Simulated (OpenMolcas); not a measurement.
**Ir⁵⁺ among point charges: CASSCF and CASPT2 levels and susceptibility**

How does a field of 4 point charges split the states of Ir⁵⁺, and what χT follows?

Program: OpenMolcas 26.06. Level of theory: state-averaged CASSCF and CASPT2, spin-orbit coupling by RASSI with atomic mean-field integrals. These are calculated values, not measurements, unless marked.

### Step 1. What is computed

| Property | Result |
| --- | --- |
| Species | Ir⁵⁺ (iridium, Z = 77, 72 electrons) |
| Basis | ANO-RCC-VDZP [7s6p4d2f], 59 functions |
| Scalar Hamiltonian | DKH2, point nucleus |
| Inactive shells | 1s 2s 2p 3s 3p 3d 4s 4p 4d 4f 5s 5p |
| Active space | 4 electrons in 5 orbitals (5d) |
| Some configurations of this space | 5d⁴ |
| Orbitals | optimised for each spin and parity, averaged over all roots |

Outer shells as boxes (Hund's rule):

5d4
```
5d [↑ ][↑ ][↑ ][↑ ][  ]
```

The ion sits among 4 point charges of -2 e arranged as a tetrahedron (Td), 1.95 Å from the ion.

Each step is its own input file, run in one work folder so that later steps find the files of earlier ones. Labels, J, g values, rates, χT and fits are worked out afterwards by a script from the matrices that RASSI stores.

### Step 2. One- and two-electron integrals

The input, a.inp:

```
&GATEWAY
Coord
1

Ir 0.0 0.0 0.0
Basis=ANO-RCC-VDZP
Group=NoSym
NoMove
AngMom=0.0 0.0 0.0
AMFI
XField
4 Angstrom 0
1.125833 1.125833 1.125833 -2.000000
1.125833 -1.125833 -1.125833 -2.000000
-1.125833 1.125833 -1.125833 -2.000000
-1.125833 -1.125833 1.125833 -2.000000
&SEWARD
```

### Step 3. CASSCF: quintets, 5 roots

The input, a.inp:

```
&RASSCF
FileOrb=start.orb
Symmetry=1
Spin=5
nActEl=4 0 0
Inactive=34
Ras2=5
CIRoot=5 5 1
SDav=5
CIMx=300
Iter=120 100
PrWF=0.3
OrbListing=Nothing
MaxOrb=0
>>> COPY $Project.JobIph JOB001
```

start.orb holds the contracted functions of the basis, ordered by shell, or the orbitals of the step before.

### Step 4. CASSCF: triplets, 45 roots

The input, a.inp:

```
&RASSCF
FileOrb=start.orb
Symmetry=1
Spin=3
nActEl=4 0 0
Inactive=34
Ras2=5
CIRoot=45 45 1
SDav=45
CIMx=300
Iter=120 100
PrWF=0.3
OrbListing=Nothing
MaxOrb=0
>>> COPY $Project.JobIph JOB002
```

### Step 5. Reference wave functions, singlets, 50 roots

The input, a.inp:

```
&RASSCF
FileOrb=start.orb
Symmetry=1
Spin=1
nActEl=4 0 0
Inactive=34
Ras2=5
CIRoot=50 50 1
SDav=50
CIMx=300
Iter=120 100
PrWF=0.3
OrbListing=Nothing
MaxOrb=0
>>> COPY $Project.JobIph JOB003
```

### Step 6. RASSI: spin-orbit coupling between the states

The input, a.inp:

```
&RASSI
NrOfJobIphs=3 5 45 50
1 2 3 4 5
1 2 3 4 5 6 7 8 9 10 11 12 13 14 15 16 17 18 19 20 21 22 23 24 25 26 27
28 29 30 31 32 33 34 35 36 37 38 39 40 41 42 43 44 45
1 2 3 4 5 6 7 8 9 10 11 12 13 14 15 16 17 18 19 20 21 22 23 24 25 26 27
28 29 30 31 32 33 34 35 36 37 38 39 40 41 42 43 44 45 46 47 48 49 50
IphNames
JOB001
JOB002
JOB003
EJob
SpinOrbit
DIPRint=1.0
SOCoupling=1000.0
Subsets=2
Property=9
'ANGMOM' 1 'ANGMOM' 2 'ANGMOM' 3 'MLTPL  1' 1 'MLTPL  1' 2 'MLTPL  1' 3
'AMFI' 1 'AMFI' 2 'AMFI' 3
SOProperty=3
'ANGMOM' 1 'ANGMOM' 2 'ANGMOM' 3
```

### Step 7. CASPT2: IPEA 0.25, imaginary shift 0.1 (closed shells correlated: 4f 5s 5p)

The input, a.inp:

```
>>> COPY JOB001 $Project.JobIph
&CASPT2
Multistate=5 1 2 3 4 5
NoMult
Frozen=23
IPEA=0.25
Imaginary=0.1
MaxIter=60
WThr=0.0 0.3 0.05
PrWF=0.5
NoMix
>>> COPY JOB002 $Project.JobIph
&CASPT2
Multistate=45 1 2 3 4 5 6 7 8 9 10 11 12 13 14 15 16 17 18 19 20 21 22
23 24 25 26 27 28 29 30 31 32 33 34 35 36 37 38 39 40 41 42 43 44 45
NoMult
Frozen=23
IPEA=0.25
Imaginary=0.1
MaxIter=60
WThr=0.0 0.3 0.05
PrWF=0.5
NoMix
>>> COPY JOB003 $Project.JobIph
&CASPT2
Multistate=50 1 2 3 4 5 6 7 8 9 10 11 12 13 14 15 16 17 18 19 20 21 22
23 24 25 26 27 28 29 30 31 32 33 34 35 36 37 38 39 40 41 42 43 44 45 46
47 48 49 50
NoMult
Frozen=23
IPEA=0.25
Imaginary=0.1
MaxIter=60
WThr=0.0 0.3 0.05
PrWF=0.5
NoMix
```

(Steps that only read results are left out.)

**Question.** What will these runs give? Wanted: spin-free ground state; first state of the same spin within the active space; lowest level; next level.

**Answer**, as computed:

```
                                            quantity                                                                           value
                                              method  SS-CASPT2, IPEA 0.25, imaginary shift 0.1 (closed shells correlated: 4f 5s 5p)
                              spin-free ground state                                                 5T2, 3-fold in its orbital part
first state of the same spin within the active space                                                                 5E at 3660 cm⁻¹
                                        lowest level                                                                       1-fold A1
                                          next level                                                                     5794.0 cm⁻¹
                                         χT at 300 K                                                                  0.04 cm³ K/mol
                           effective moment at 300 K                                                                         0.59 μB
```

Cost by method:

| method | time of its own steps | time with the reference |
| --- | --- | --- |
| A. CASSCF | 20 s | 20 s |
| B. SS-CASPT2, IPEA 0.25, imaginary shift 0.1, +4f 5s 5p | 15 s | 35 s |

Times are of one thread on a shared host.

**Reading.** The spin-free ground state (5T2) comes to 100 % from free-ion D terms and keeps the highest spin of the shell. χT at 300 K is 0.04, against 3.01 cm³ K/mol for the spin alone, so spin-orbit coupling lowers it. An active space of the d shell alone favours high spin; real ions in strong fields can be low spin. CASPT2 does not keep the components of a term degenerate, and the means are used. The field of point charges can differ much from that of real complexes. Point charges carry no covalency, so the field is a model and not that of real ligands.
